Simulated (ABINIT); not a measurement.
# InSb3 (Pm-3m) in ABINIT: notebook

One crystal, InSb3, is run at these levels: BLYP; tasks: relaxation of cell and atoms, single point.

Everything below comes from runs of ABINIT 10.8.3 (patched build). Logs are shortened: lines on timing, memory, paths and dates and some standing lists are left out, and cuts for length are marked. The log counts tension as positive stress, the text compression.

### 1 The structure

Symmetry: Pm-3m, No. 221, cubic system. Conventional cell: a = 4.806 Å, b = 4.806 Å, c = 4.806 Å, α = 90.00°, β = 90.00°, γ = 90.00°. Around Sb (site symmetry 4/mmm) lie 8 Sb at 3.40 Å and 4 In at 3.40 Å. In (site symmetry m-3m) is surrounded by 12 Sb at 3.40 Å.

The cell comes from a database or a generator and needn't be the stable form of this composition.

### 2 Relaxation of cell and atoms, BLYP

The input, run.abi:

```
# Pseudopotentials
pp_dirpath "./"
pseudos "Sb.upf, In.upf"

# Structure
acell 4.806367 4.806367 4.806367 Angstrom
rprim
     1.0000000000     0.0000000000     0.0000000000
     0.0000000000     1.0000000000     0.0000000000
     0.0000000000     0.0000000000     1.0000000000
ntypat 2
znucl 51 49
natom 4
typat 1 1 1 2
chkprim 0
chksymtnons 0
tolsym 1.0e-6
xred
            1/2            1/2            0.0
            0.0            1/2            1/2
            1/2            0.0            1/2
            0.0            0.0            0.0

# Plane-wave basis
ecut 40.0
ecutsm 0.5

# k points
kptopt 1
ngkpt 4 4 4
nshiftk 1
shiftk 0.0 0.0 0.0

# Exchange and correlation
ixc -106131

# Bands and occupations
nband 35
occopt 3
tsmear 0.05 eV

# SCF cycle
nstep 80
tolvrs 1.0e-12

# Output
iomode 3
prteig 0
prtebands 0
prtwf 0
prtden 0

# Relaxation
ionmov 2
optcell 2
ntime 50
tolmxf 2.0e-5
dilatmx 1.08
```

Potentials or basis: PseudoDojo NC SR PBE v0.4.1 standard.

Launch:

```
> mpirun --bind-to none -np 4 abinit run.abi > log 2>&1
```

run.abo:

```text
.Version 10.8.3 of ABINIT
 Symmetries : space group Pm -3 m (#221); Bravais cP (primitive cubic)
================================================================================
 Values of the parameters that define the memory need of the present run
     intxc =       0    ionmov =       2      iscf =       7    lmnmax =       6
     lnmax =       6     mgfft =      60  mpssoang =       3    mqgrid =    3001
     natom =       4  nloc_mem =       1    nspden =       1   nspinor =       1
    nsppol =       1      nsym =      48    n1xccc =    2501    ntypat =       2
    occopt =       3   xclevel =       2
       mpw =       11407          nfft =      216000          nkpt =          10
================================================================================
================================================================================

--------------------------------------------------------------------------------
------------- Echo of variables that govern the present computation ------------
--------------------------------------------------------------------------------
 -outvars: echo values of preprocessed input variables --------
            acell      9.0827172906E+00  9.0827172906E+00  9.0827172906E+00 Bohr
              amu      1.21753000E+02  1.14820000E+02
          chkprim           0
      chksymtnons           0
          dilatmx      1.08000000E+00
             ecut      4.00000000E+01 Hartree
           ecutsm      5.00000000E-01 Hartree
           ionmov           2
              ixc     -106131
         kptrlatt        4    0    0      0    4    0      0    0    4
          kptrlen      3.63308692E+01
            natom           4
            nband          35
            ngfft          60      60      60
             nkpt          10
            nstep          80
             nsym          48
            ntime          50
           ntypat           2
           occopt           3
          optcell           2
           prtden           0
        prtebands           0
           prteig           0
            prtwf           0
          spgroup         221
           tolmxf      2.00000000E-05
           tolsym      1.00000000E-06
           tolvrs      1.00000000E-12
           tsmear      1.83746611E-03 Hartree
            typat      1  1  1  2
           xangst      2.4031835000E+00  2.4031835000E+00  0.0000000000E+00
                       0.0000000000E+00  2.4031835000E+00  2.4031835000E+00
                       2.4031835000E+00  0.0000000000E+00  2.4031835000E+00
                       0.0000000000E+00  0.0000000000E+00  0.0000000000E+00
            xcart      4.5413586453E+00  4.5413586453E+00  0.0000000000E+00
                       0.0000000000E+00  4.5413586453E+00  4.5413586453E+00
                       4.5413586453E+00  0.0000000000E+00  4.5413586453E+00
                       0.0000000000E+00  0.0000000000E+00  0.0000000000E+00
             xred      5.0000000000E-01  5.0000000000E-01  0.0000000000E+00
                       0.0000000000E+00  5.0000000000E-01  5.0000000000E-01
                       5.0000000000E-01  0.0000000000E+00  5.0000000000E-01
                       0.0000000000E+00  0.0000000000E+00  0.0000000000E+00
            znucl       51.00000   49.00000

================================================================================

 chkinp: Checking input parameters for consistency.

================================================================================
== DATASET  1 ==================================================================

--- !DatasetInfo
iteration_state: {dtset: 1, }
dimensions: {natom: 4, nkpt: 10, mband: 35, nsppol: 1, nspinor: 1, nspden: 1, mpw: 11407, }
cutoff_energies: {ecut:  40.0, pawecutdg:  -1.0, }
electrons: {nelect:   5.80000000E+01, charge:   0.00000000E+00, occopt:   3.00000000E+00, tsmear:   1.83746611E-03, }
meta: {optdriver: 0, ionmov: 2, optcell: 2, iscf: 7, paral_kgb: 0, }
...

 Real(R)+Recip(G) space primitive vectors, cartesian coordinates (Bohr,Bohr^-1):
 R(1)=  9.0827173  0.0000000  0.0000000  G(1)=  0.1100992  0.0000000  0.0000000
 R(2)=  0.0000000  9.0827173  0.0000000  G(2)=  0.0000000  0.1100992  0.0000000
 R(3)=  0.0000000  0.0000000  9.0827173  G(3)=  0.0000000  0.0000000  0.1100992
 Unit cell volume ucvol=  7.4928561E+02 bohr^3
 Angles (23,13,12)=  9.00000000E+01  9.00000000E+01  9.00000000E+01 degrees

 getcut: wavevector=  0.0000  0.0000  0.0000  ngfft=  60  60  60
         ecut(hartree)=     46.656   => boxcut(ratio)=   2.14841

--- Pseudopotential description ------------------------------------------------
- pspini: atom type   1  psp file is ./Sb.upf
  51.00000  15.00000  171031                  znucl, zion, pspdat
12 -101130 2 -1 1434                          pspcod,pspxc,lmax,lloc,mmax
     nproj     2     2     2

- pspini: atom type   2  psp file is ./In.upf
  49.00000  13.00000  171031                  znucl, zion, pspdat
12 -101130 2 -1 1964                          pspcod,pspxc,lmax,lloc,mmax
     nproj     2     2     2

   6.10707450E+03                                ecore*ucvol(ha*bohr**3)
--------------------------------------------------------------------------------

================================================================================

=== [ionmov= 2] Broyden-Fletcher-Goldfarb-Shanno method (forces)
================================================================================

--- Iteration: ( 1/50) Internal Cycle: (1/1)
--------------------------------------------------------------------------------

---SELF-CONSISTENT-FIELD CONVERGENCE--------------------------------------------

--- !BeginCycle
iteration_state: {dtset: 1, itime: 1, icycle: 1, }
solver: {iscf: 7, nstep: 80, nline: 4, wfoptalg: 0, }
tolerances: {tolvrs: 1.00E-12, }
...

     iter   Etot(hartree)      deltaE(h)  residm     vres2
 ETOT  1  -335.63712119443    -3.356E+02 1.061E+00 1.296E+03
 ETOT  2  -338.45034211489    -2.813E+00 4.214E-02 1.297E+03
 ETOT  3  -338.54411505469    -9.377E-02 5.537E-02 2.479E+02
 ETOT  4  -338.55591394311    -1.180E-02 7.613E-03 8.203E+01
 ETOT  5  -338.56168450025    -5.771E-03 7.724E-04 1.767E+00
 ETOT  6  -338.56180794528    -1.234E-04 1.974E-03 5.542E-03
 ETOT  7  -338.56181333427    -5.389E-06 2.901E-04 1.206E-03
 ETOT  8  -338.56181465024    -1.316E-06 5.469E-04 5.205E-05
 ETOT  9  -338.56181487800    -2.278E-07 1.462E-04 9.761E-04
 ETOT 10  -338.56181501860    -1.406E-07 1.586E-04 3.757E-07
[... 16 lines left out ...]
 ETOT 27  -338.56181505582     2.160E-12 2.254E-05 1.094E-11
 ETOT 28  -338.56181505579     2.524E-11 2.667E-05 6.934E-12
[... 536 lines left out ...]
  0.00000000000000E+00  0.00000000000000E+00  0.00000000000000E+00
 Cartesian forces (fcart) [Ha/bohr]; max,rms= 0.00000E+00 0.00000E+00 (free atoms)
 -0.00000000000000E+00 -0.00000000000000E+00 -0.00000000000000E+00
 -0.00000000000000E+00 -0.00000000000000E+00 -0.00000000000000E+00
 -0.00000000000000E+00 -0.00000000000000E+00 -0.00000000000000E+00
 -0.00000000000000E+00 -0.00000000000000E+00 -0.00000000000000E+00
 Gradient of E wrt nuclear positions in reduced coordinates (gred)
  0.00000000000000E+00  0.00000000000000E+00  0.00000000000000E+00
  0.00000000000000E+00  0.00000000000000E+00  0.00000000000000E+00
  0.00000000000000E+00  0.00000000000000E+00  0.00000000000000E+00
  0.00000000000000E+00  0.00000000000000E+00  0.00000000000000E+00
 Scale of Primitive Cell (acell) [bohr]
  9.41197847586996E+00  9.41197847586996E+00  9.41197847586995E+00
 Real space primitive translations (rprimd) [bohr]
  9.41197847586996E+00  0.00000000000000E+00  0.00000000000000E+00
  0.00000000000000E+00  9.41197847586996E+00  0.00000000000000E+00
  0.00000000000000E+00  0.00000000000000E+00  9.41197847586995E+00
 Unitary Cell Volume (ucvol) [Bohr^3]=  8.33763302347860E+02
 Angles (23,13,12)= [degrees]
  9.00000000000000E+01  9.00000000000000E+01  9.00000000000000E+01
 Lengths [Bohr]
  9.41197847586996E+00  9.41197847586996E+00  9.41197847586995E+00
 Stress tensor in cartesian coordinates (strten) [Ha/bohr^3]
 -8.02619986722819E-08  0.00000000000000E+00  0.00000000000000E+00
  0.00000000000000E+00 -8.02619986826902E-08  0.00000000000000E+00
  0.00000000000000E+00  0.00000000000000E+00 -8.02619986705472E-08
 Total energy (etotal) [Ha]= -3.38568767702498E+02

 Difference of energy with previous step (new-old):
           Absolute (Ha)=-1.64022E-06
           Relative     =-4.84458E-09

 At Broyd/MD step   5, gradients are converged :
  max grad (force/stress) = 8.0262E-06 < tolmxf= 2.0000E-05 ha/bohr (free atoms)

================================================================================

 ----iterations are completed or convergence reached----

 Mean square residual over all n,k,spin=   70.185E-14; max=  24.363E-11
 reduced coordinates (array xred) for    4 atoms
       0.500000000000      0.500000000000      0.000000000000
       0.000000000000      0.500000000000      0.500000000000
       0.500000000000      0.000000000000      0.500000000000
       0.000000000000      0.000000000000      0.000000000000
 rms dE/dt=  0.0000E+00; max dE/dt=  0.0000E+00; dE/dt below (all hartree)
    1       0.000000000000      0.000000000000      0.000000000000
    2       0.000000000000      0.000000000000      0.000000000000
    3       0.000000000000      0.000000000000      0.000000000000
    4       0.000000000000      0.000000000000      0.000000000000

 cartesian coordinates (angstrom) at end:
    1      2.49030225778052     2.49030225778052     0.00000000000000
    2      0.00000000000000     2.49030225778052     2.49030225778052
    3      2.49030225778052     0.00000000000000     2.49030225778052
    4      0.00000000000000     0.00000000000000     0.00000000000000

 cartesian forces (hartree/bohr) at end:
    1     -0.00000000000000    -0.00000000000000    -0.00000000000000
    2     -0.00000000000000    -0.00000000000000    -0.00000000000000
    3     -0.00000000000000    -0.00000000000000    -0.00000000000000
    4     -0.00000000000000    -0.00000000000000    -0.00000000000000
 frms,max,avg= 0.0000000E+00 0.0000000E+00   0.000E+00  0.000E+00  0.000E+00 h/b

 cartesian forces (eV/Angstrom) at end:
    1     -0.00000000000000    -0.00000000000000    -0.00000000000000
    2     -0.00000000000000    -0.00000000000000    -0.00000000000000
    3     -0.00000000000000    -0.00000000000000    -0.00000000000000
    4     -0.00000000000000    -0.00000000000000    -0.00000000000000
 frms,max,avg= 0.0000000E+00 0.0000000E+00   0.000E+00  0.000E+00  0.000E+00 e/A
 length scales=  9.411978475870  9.411978475870  9.411978475870 bohr
              =  4.980604515561  4.980604515561  4.980604515561 angstroms
 Fermi (or HOMO) energy (hartree) =   0.23401   Average Vxc (hartree)=  -0.34857
 Eigenvalues (hartree) for nkpt=  10  k points:
 kpt#   1, nband= 35, wtk=  0.01563, kpt=  0.0000  0.0000  0.0000 (reduced coord)
  -0.82902   -0.82896   -0.82896   -0.82896   -0.82771   -0.82771   -0.82726   -0.82726
  -0.82691   -0.82691   -0.82691   -0.82651   -0.82651   -0.82651   -0.82596   -0.29697
  -0.29697   -0.29668   -0.29668   -0.29668   -0.17893   -0.04166   -0.04166    0.10331
   0.10650    0.10650    0.10650    0.25599    0.25599    0.25599    0.30018    0.30018
   0.30018    0.42619    0.42619
      occupation numbers for kpt#   1
   2.00000    2.00000    2.00000    2.00000    2.00000    2.00000    2.00000    2.00000
   2.00000    2.00000    2.00000    2.00000    2.00000    2.00000    2.00000    2.00000
   2.00000    2.00000    2.00000    2.00000    2.00000    2.00000    2.00000    2.00000
   2.00000    2.00000    2.00000    0.00001    0.00001    0.00001    0.00000    0.00000
   0.00000    0.00000    0.00000
 prteigrs : prtvol=0 or 1, do not print more k-points.

--- !EnergyTerms
iteration_state     : {dtset: 1, itime: 5, icycle: 1, }
comment             : Components of total free energy in Hartree
kinetic             :  2.00960086932509E+02
hartree             :  7.90117450595673E+01
xc                  : -8.74020457751344E+01
Ewald energy        : -2.05197735103006E+02
psp_core            :  7.32471012482986E+00
local_psp           : -2.60481635705775E+02
non_local_psp       : -7.27829600349369E+01
internal            : -3.38567834501946E+02
'-kT*entropy'       : -9.33200552426634E-04
total_energy        : -3.38568767702498E+02
total_energy_eV     : -9.21292550877850E+03
band_energy         : -2.65738978818068E+01
...

 Cartesian components of stress tensor (hartree/bohr^3)
  sigma(1 1)= -8.02619987E-08  sigma(3 2)=  0.00000000E+00
  sigma(2 2)= -8.02619987E-08  sigma(3 1)=  0.00000000E+00
  sigma(3 3)= -8.02619987E-08  sigma(2 1)=  0.00000000E+00

-Cartesian components of stress tensor (GPa)         [Pressure=  2.3614E-03 GPa]
- sigma(1 1)= -2.36138953E-03  sigma(3 2)=  0.00000000E+00
- sigma(2 2)= -2.36138953E-03  sigma(3 1)=  0.00000000E+00
- sigma(3 3)= -2.36138953E-03  sigma(2 1)=  0.00000000E+00

== END DATASET(S) ==============================================================
================================================================================

 -outvars: echo values of variables after computation  --------
            acell      9.4119784759E+00  9.4119784759E+00  9.4119784759E+00 Bohr
           etotal     -3.3856876770E+02
            fcart     -0.0000000000E+00 -0.0000000000E+00 -0.0000000000E+00
                      -0.0000000000E+00 -0.0000000000E+00 -0.0000000000E+00
                      -0.0000000000E+00 -0.0000000000E+00 -0.0000000000E+00
                      -0.0000000000E+00 -0.0000000000E+00 -0.0000000000E+00
           strten     -8.0261998672E-08 -8.0261998683E-08 -8.0261998671E-08
                       0.0000000000E+00  0.0000000000E+00  0.0000000000E+00
           xangst      2.4903022578E+00  2.4903022578E+00  0.0000000000E+00
                       0.0000000000E+00  2.4903022578E+00  2.4903022578E+00
                       2.4903022578E+00  0.0000000000E+00  2.4903022578E+00
                       0.0000000000E+00  0.0000000000E+00  0.0000000000E+00
             xred      5.0000000000E-01  5.0000000000E-01  0.0000000000E+00
                       0.0000000000E+00  5.0000000000E-01  5.0000000000E-01
                       5.0000000000E-01  0.0000000000E+00  5.0000000000E-01
                       0.0000000000E+00  0.0000000000E+00  0.0000000000E+00
 Calculation completed.
```

Run time: 6.8 min. Hardware: 4 MPI ranks of Arm Neoverse V2, shared host; peak memory 0.56 GiB.

What came out:

```
Free energy                            : -9212.9255 eV
Relaxed volume                         : 30.89 Å³/atom
Relaxed cell                           : a = 4.981 Å, b = 4.981 Å, c = 4.981 Å, α = 90.00°, β = 90.00°, γ = 90.00°
Space group after relaxing (to 0.05 Å) : Pm-3m (No. 221)
Energy gained by relaxing              : 47.3 meV/atom
Ionic steps                            : 5
Pressure after relaxing                : 0.0 GPa
Band gap on the k mesh                 : none (metal or under the smearing width)
```

The path:
| step | energy change (eV) | largest force (eV/Å) | pressure (GPa) | volume (Å³) |
| --- | --- | --- | --- | --- |
| 1 | 0.0000 | 0.0000 | 5.37 | 111.03 |
| 2 | -0.0557 | 0.0000 | 4.37 | 112.87 |
| 3 | -0.1863 | 0.0000 | 0.56 | 121.86 |
| 4 | -0.1891 | 0.0000 | 0.07 | 123.34 |
| 5 | -0.1892 | 0.0000 | 0.00 | 123.55 |

Final structure:
```
CELL_PARAMETERS angstrom
4.98060 0.00000 0.00000
0.00000 4.98060 0.00000
0.00000 0.00000 4.98060
ATOMIC_POSITIONS crystal
Sb 0.50000 0.50000 0.00000
Sb 0.00000 0.50000 0.50000
Sb 0.50000 0.00000 0.50000
In 0.00000 0.00000 0.00000
```

Caveat: the potentials were made for another functional, which shifts forces and pressure. Spin-orbit coupling is left out, which matters for the levels of Sb.

(Continued in part 2 of 2.)
